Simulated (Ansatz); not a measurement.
**CH₆GaOSb: a ladder of functionals and wavefunction methods**

An exercise on one series of results from a longer session: the logs are not shown, and one member is left open.

The runs use Ansatz 0.2.0, Gaussian basis; functionals in def2-TZVPP, the program's frozen cores in correlated methods.

The runs, in order: LDA (SPW92), PBE-D4, revPBE-D4, BLYP-D4, r2SCAN-D4, B97M-V, PBE0-D4, B3LYP-D4, r2SCANh-D4, r2SCAN0-D4, HSE06-D4, BHLYP-D4, CAM-B3LYP-D4, LC-ωPBE, ωB97X-V, ωB97M-V, B2PLYP, PBE-QIDH; CCSD(T)/def2-SVP; CCSD(T)/def2-TZVPP; MP2/def2-QZVPP; extrapolation to the limit; RPA on PBE.

**Structure used throughout**

The geometry comes from an earlier relaxation with PBE0-D4 in a triple-zeta def2 set; it is a stationary point, not always the lowest conformer. Sb takes the def2 core potential; no spin-orbit term is included.

SMILES `[CH3][Sb]([OH])[GaH2]`, 10 atoms, charge 0, spin multiplicity 1.

Atoms are counted from 1 here; the program's logs count them from 0.

Bond lengths: C1–Sb2 2.176 Å, C1–H5 1.092 Å, C1–H6 1.090 Å, C1–H7 1.090 Å, Sb2–O3 1.983 Å, Sb2–Ga4 2.641 Å, O3–H8 0.961 Å, Ga4–H9 1.576 Å, Ga4–H10 1.581 Å. Angles: Sb2–C1–H5 109.7°, Sb2–C1–H6 111.9°, Sb2–C1–H7 107.4°, H5–C1–H6 109.5°, H5–C1–H7 109.1°, H6–C1–H7 109.2°, C1–Sb2–O3 97.2°, C1–Sb2–Ga4 91.1°, O3–Sb2–Ga4 96.9°, Sb2–O3–H8 112.4°, Sb2–Ga4–H9 122.9°, Sb2–Ga4–H10 118.3°, H9–Ga4–H10 118.7°.

The first run:

File in.yaml:

```yaml
crystal:
  periodic: [false, false, false]
  atoms:
    - {symbol: C, position_ang: [-0.276423, 1.563327, 0.383746]}
    - {symbol: Sb, position_ang: [-0.302636, 0.275059, -1.369117]}
    - {symbol: O, position_ang: [-1.949777, -0.729867, -0.913629]}
    - {symbol: Ga, position_ang: [1.405697, -1.389716, -0.235446]}
    - {symbol: H, position_ang: [0.683543, 2.079379, 0.445855]}
    - {symbol: H, position_ang: [-0.449760, 1.003890, 1.302593]}
    - {symbol: H, position_ang: [-1.069926, 2.299811, 0.258366]}
    - {symbol: H, position_ang: [-1.836158, -1.286683, -0.139106]}
    - {symbol: H, position_ang: [2.959641, -1.131777, -0.204745]}
    - {symbol: H, position_ang: [0.835800, -2.683422, 0.471483]}
basis:
  gaussian: {orbitals: def2-TZVPP}
hamiltonian: {xc: lda}
output: {orbitals: {seedname: orbitals}}
```

Steps of the session up to this table: LDA; PBE-D4 (GGA); revPBE-D4 (GGA); BLYP-D4 (GGA); r2SCAN-D4 (meta-GGA); B97M-V (meta-GGA); PBE0-D4 (hybrid); B3LYP-D4 (hybrid); r2SCANh-D4 (hybrid); r2SCAN0-D4 (hybrid); HSE06-D4 (hybrid); BHLYP-D4 (hybrid); CAM-B3LYP-D4 (range-separated); LC-ωPBE (range-separated); ωB97X-V (range-separated); ωB97M-V (range-separated); B2PLYP (double hybrid); PBE-QIDH (double hybrid).

One of the session's tables, all rows but one given; the rest of the session is left out.

It belongs to the step «Frontier levels by functional». 

```
  functional  HOMO (eV)  LUMO (eV)  gap (eV)
 LDA (SPW92)      -5.70      -3.14      2.56
      PBE-D4      -5.55      -2.87      2.68
   revPBE-D4      -5.49      -2.74      2.75
     BLYP-D4      -5.42      -2.79      2.63
   r2SCAN-D4          ?          ?         ?
      B97M-V      -5.77      -2.85      2.91
     PBE0-D4      -6.50      -2.12      4.38
    B3LYP-D4      -6.33      -2.36      3.97
  r2SCANh-D4      -6.12      -2.40      3.72
  r2SCAN0-D4      -6.64      -2.01      4.64
    HSE06-D4      -6.11      -2.48      3.63
    BHLYP-D4      -7.33      -1.39      5.94
CAM-B3LYP-D4      -7.67      -1.23      6.45
     LC-ωPBE      -8.88      -0.08      8.79
     ωB97X-V      -8.58      -0.23      8.35
     ωB97M-V      -8.46      -0.44      8.01
```

Estimate the missing values for r2SCAN-D4.

Worked estimate for «HOMO (eV)». Against the share of exact exchange, r2SCANh-D4 (0.1, -6.12), r2SCAN0-D4 (0.25, -6.64) give a slope of -3.47 per unit share; at 0 the line stands at -5.77.

**Answer.** HOMO (eV): -5.77; LUMO (eV): -2.67; gap (eV): 3.10. In «HOMO (eV)» the line misses by 0.00.
